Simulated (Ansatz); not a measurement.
# Be2Ge: a single-point run

Wanted: a converged single-point run for Be2Ge, and a check of what comes out. The structure is shown as the input types it. The cell is built on a prototype (antifluorite) and needn't be the phase found in nature.

Method: density functional or hybrid calculation with the settings of its input, plane waves (as first typed), in Ansatz 0.2.0.

5 further runs of the same task are left out: 1 for a known fault of the program, 4 that didn't finish.

### 1 The structure to begin with

Symmetry: Fm-3m, No. 225, cubic system. The conventional cell has a = 5.357 Å, b = 5.357 Å, c = 5.357 Å, α = 90.00°, β = 90.00°, γ = 90.00°. Around Ge (site symmetry m-3m) lie 8 Be at 2.32 Å. Around Be (site symmetry -43m) lie 4 Ge at 2.32 Å.

The input asks for a charge of -1 e on the cell.

As a file:

```xyz
3
Lattice="0.0000 2.6783 2.6783 2.6783 0.0000 2.6783 2.6783 2.6783 0.0000" Properties=species:S:1:pos:R:3 pbc="T T T"
Ge    0.0000    0.0000    0.0000
Be    1.3392    1.3392    1.3392
Be    4.0175    4.0175    4.0175
```

### 2 Input and run

input.yaml reads:

```yaml
crystal:
  lattice:
    - [0.0, 2.6783040144, 2.6783040144]
    - [2.6783040144, 0.0, 2.6783040144]
    - [2.6783040144, 2.6783040144, 0.0]
  atoms:
    - { symbol: Ge, position: [0.0, 0.0, 0.0] }
    - { symbol: Be, position: [0.25, 0.25, 0.25] }
    - { symbol: Be, position: [0.75, 0.75, 0.75] }
kpoints:
  mp_grid: { grid: [6, 6, 6] }
hamiltonian:
  xc: pbesol
scf:
  occupations: { method: fermi_dirac, width: 0.02 }
  n_extra_bands: 4
  max_iter: 64
output:
  forces: true
  stress: true
  eigenvalues: true
total_charge: -1
```

Launch:

```
ansatz run input.yaml --threads 4 --pin off --max-ram 3686MiB --backend cpu --events-out ev --progress --plain --runs-dir out
```

What happens when this is run?

The program finished normally. That alone doesn't make the input a sound one.

In the input, total_charge is -1. The typed charge changes the electron count, so this is no longer the system that was meant.

The test: delete total_charge (the default then holds).
